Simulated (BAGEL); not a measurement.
# C2H4BClN− (SMILES C[BH-](Cl)C#N) at HF/3-21G (density fitting with qzvpp-jkfit)

What is the energy change on altering one bond length of C2H4BClN− at HF/3-21G (density fitting with qzvpp-jkfit)? 

The calculation is run with BAGEL 1.2.2.

11 further runs of the same task are left out: 11 that didn't finish.

### 1 Starting point

C2H4BClN−: 9 atoms, total charge -1, spin state singlet. SMILES: `C[BH-](Cl)C#N`. The shape is that of a GFN2-xTB optimisation.

Bond lengths: C1–B2 1.633 Å, B2–Cl3 1.917 Å, B2–C4 1.553 Å, C4–N5 1.154 Å, C1–H6 1.093 Å, C1–H7 1.091 Å, C1–H8 1.091 Å, B2–H9 1.204 Å. Some angles: C1–B2–Cl3 108.5°, C1–B2–C4 110.9°, Cl3–B2–C4 105.9°, B2–C4–N5 178.9°, C1–B2–H9 113.7°, Cl3–B2–H9 106.5°, C4–B2–H9 111.0°, B2–C1–H6 110.7°, B2–C1–H7 112.2°, B2–C1–H8 111.6°.

### 2 A single-point energy at HF/3-21G (density fitting with qzvpp-jkfit)

hf.json

```json
{ "bagel": [

{
  "title": "molecule",
  "basis": "3-21g",
  "df_basis": "qzvpp-jkfit",
  "angstrom": true,
  "geometry": [
    { "atom": "C", "xyz": [      -0.577300,      -0.927020,      -0.158590 ] },
    { "atom": "B", "xyz": [       0.300490,       0.290580,       0.485280 ] },
    { "atom": "Cl", "xyz": [       2.128480,      -0.273480,       0.606480 ] },
    { "atom": "C", "xyz": [       0.300000,       1.529340,      -0.451270 ] },
    { "atom": "N", "xyz": [       0.279660,       2.454560,      -1.139930 ] },
    { "atom": "H", "xyz": [      -1.626030,      -0.636260,      -0.256750 ] },
    { "atom": "H", "xyz": [      -0.223790,      -1.209760,      -1.151100 ] },
    { "atom": "H", "xyz": [      -0.543190,      -1.821150,       0.465590 ] },
    { "atom": "H", "xyz": [      -0.038320,       0.593190,       1.600290 ] }
  ]
},

{ "title": "hf", "charge": -1 },

{ "title": "print", "file": "orbitals.molden", "orbitals": true }

]}
```

Run with:

```console
$ BAGEL_NUM_THREADS=1 BAGEL hf.json > hf.out
```

Standard output:

```text
* using 1 threads per process

  ===============================================================
  ===============================================================

  *** Geometry ***

  { "atom" : "C", "xyz" : [     -1.090939,     -1.751814,     -0.299692 ] },
  { "atom" : "B", "xyz" : [      0.567844,      0.549117,      0.917046 ] },
  { "atom" : "Cl", "xyz" : [      4.022244,     -0.516802,      1.146081 ] },
  { "atom" : "C", "xyz" : [      0.566918,      2.890034,     -0.852777 ] },
  { "atom" : "N", "xyz" : [      0.528481,      4.638446,     -2.154156 ] },
  { "atom" : "H", "xyz" : [     -3.072751,     -1.202357,     -0.485187 ] },
  { "atom" : "H", "xyz" : [     -0.422902,     -2.286115,     -2.175264 ] },
  { "atom" : "H", "xyz" : [     -1.026480,     -3.441475,      0.879838 ] },
  { "atom" : "H", "xyz" : [     -0.072414,      1.120967,      3.024110 ] },

  Number of auxiliary basis functions:      502

  Since a DF basis is specified, we compute 2- and 3-index integrals:
    o Being stored without compression. Storage requirement is 0.013 GB

  Number of basis functions:       57
  Number of electrons      :       45

    * METHOD: MOLECULE                             0.18

  *** RHF ***

  === Nuclear Repulsion ===
   175.2087396221

      * DIIS with orbital gradients will be used.

  === RHF iteration (3-21g) ===
      0       -613.59008367          0.02131028           0.05
      1       -613.67807290          0.01498549           0.05
      2       -613.72441620          0.00293649           0.05
      3       -613.72705109          0.00083501           0.05
      4       -613.72727972          0.00012171           0.05
      5       -613.72728743          0.00003897           0.05
      6       -613.72728834          0.00001277           0.05
      7       -613.72728845          0.00000364           0.04
      8       -613.72728846          0.00000231           0.04
      9       -613.72728846          0.00000136           0.05
     10       -613.72728846          0.00000059           0.05
     11       -613.72728846          0.00000018           0.04
     12       -613.72728846          0.00000005           0.05
     13       -613.72728846          0.00000002           0.05
     14       -613.72728846          0.00000001           0.05
    * SCF iteration converged.

    * Permanent dipole moment:
           (    0.461640,     0.774185,    -0.112547) a.u.

    * METHOD: HF                                   0.82

    * METHOD: PRINT                                0.01

  ===============================================================
```

Wall time 1.1 s (1 thread of Arm Neoverse V2, shared host); peak memory 0.091 GiB.

### 3 The distorted shape, same level

input.json

```json
{ "bagel": [

{
  "title": "molecule",
  "basis": "3-21g",
  "df_basis": "qzvpp-jkfit",
  "angstrom": true,
  "geometry": [
    { "atom": "C", "xyz": [   -2.770869,   -0.250154,   -0.304029 ] },
    { "atom": "B", "xyz": [   -1.893079,    0.967446,    0.339841 ] },
    { "atom": "Cl", "xyz": [    2.128480,   -0.273480,    0.606480 ] },
    { "atom": "C", "xyz": [   -1.893569,    2.206206,   -0.596709 ] },
    { "atom": "N", "xyz": [   -1.913909,    3.131426,   -1.285369 ] },
    { "atom": "H", "xyz": [   -3.819599,    0.040606,   -0.402189 ] },
    { "atom": "H", "xyz": [   -2.417359,   -0.532894,   -1.296539 ] },
    { "atom": "H", "xyz": [   -2.736759,   -1.144284,    0.320151 ] },
    { "atom": "H", "xyz": [   -2.231889,    1.270056,    1.454851 ] }
  ]
},
{
  "title": "hf",
  "charge": -1
},
{
  "title": "print",
  "file": "orbitals.molden",
  "orbitals": true
}

]}
```

Run with:

```console
$ BAGEL_NUM_THREADS=1 BAGEL input.json > input.out
```

Standard output:

```text
* using 1 threads per process

  ===============================================================
  ===============================================================

  *** Geometry ***

  { "atom" : "C", "xyz" : [     -5.236184,     -0.472723,     -0.574532 ] },
  { "atom" : "B", "xyz" : [     -3.577401,      1.828208,      0.642206 ] },
  { "atom" : "Cl", "xyz" : [      4.022244,     -0.516802,      1.146081 ] },
  { "atom" : "C", "xyz" : [     -3.578327,      4.169125,     -1.127617 ] },
  { "atom" : "N", "xyz" : [     -3.616764,      5.917538,     -2.428995 ] },
  { "atom" : "H", "xyz" : [     -7.217996,      0.076734,     -0.760027 ] },
  { "atom" : "H", "xyz" : [     -4.568146,     -1.007024,     -2.450104 ] },
  { "atom" : "H", "xyz" : [     -5.171725,     -2.162383,      0.604998 ] },
  { "atom" : "H", "xyz" : [     -4.217659,      2.400058,      2.749270 ] },

  Number of auxiliary basis functions:      502

  Since a DF basis is specified, we compute 2- and 3-index integrals:
    o Being stored without compression. Storage requirement is 0.013 GB

  Number of basis functions:       57
  Number of electrons      :       45

    * METHOD: MOLECULE                             0.19

  *** RHF ***

  === Nuclear Repulsion ===
   135.8521835084

      * DIIS with orbital gradients will be used.

  === RHF iteration (3-21g) ===
      0       -613.48147862          0.02266022           0.05
      1       -613.59267162          0.01749399           0.05
      2       -613.65896928          0.00301527           0.05
      3       -613.66194178          0.00085748           0.05
      4       -613.66227824          0.00018181           0.05
      5       -613.66229972          0.00007759           0.05
      6       -613.66230475          0.00004334           0.05
      7       -613.66230674          0.00002077           0.05
      8       -613.66230728          0.00001033           0.05
      9       -613.66230733          0.00000414           0.05
     10       -613.66230734          0.00000127           0.05
     11       -613.66230734          0.00000054           0.05
     12       -613.66230734          0.00000019           0.05
     13       -613.66230734          0.00000007           0.05
     14       -613.66230734          0.00000003           0.05
     15       -613.66230734          0.00000002           0.05
     16       -613.66230734          0.00000001           0.05
    * SCF iteration converged.

    * Permanent dipole moment:
           (    4.467320,    -0.569054,     0.486440) a.u.

    * METHOD: HF                                   0.97

    * METHOD: PRINT                                0.01

  ===============================================================
```

It took 1.3 s on 1 thread of Arm Neoverse V2, shared host; peak memory 0.09 GiB.

### 4 What came out

At HF/3-21G (density fitting with qzvpp-jkfit):

| quantity | value |
| --- | --- |
| first shape: total energy | -613.72729 Eh |
| first shape: HOMO energy | -5.79 eV |
| first shape: LUMO energy | 9.99 eV |
| first shape: HOMO–LUMO gap (to an unbound level, set by the basis) | 15.78 eV |
| distorted shape: total energy | -613.66231 Eh |
| distorted shape: HOMO energy | -3.78 eV |
| distorted shape: LUMO energy | 4.15 eV |
| distorted shape: HOMO–LUMO gap (to an unbound level, set by the basis) | 7.92 eV |
| energy change with the B2–Cl3 bond stretched from 1.917 to 4.217 Å | 1.768 eV |

What this shows: With the B2–Cl3 bond stretched from 1.917 to 4.217 Å the energy rises by 1.77 eV (41 kcal/mol). The first shape isn't relaxed at this level, so the change isn't measured from a minimum.
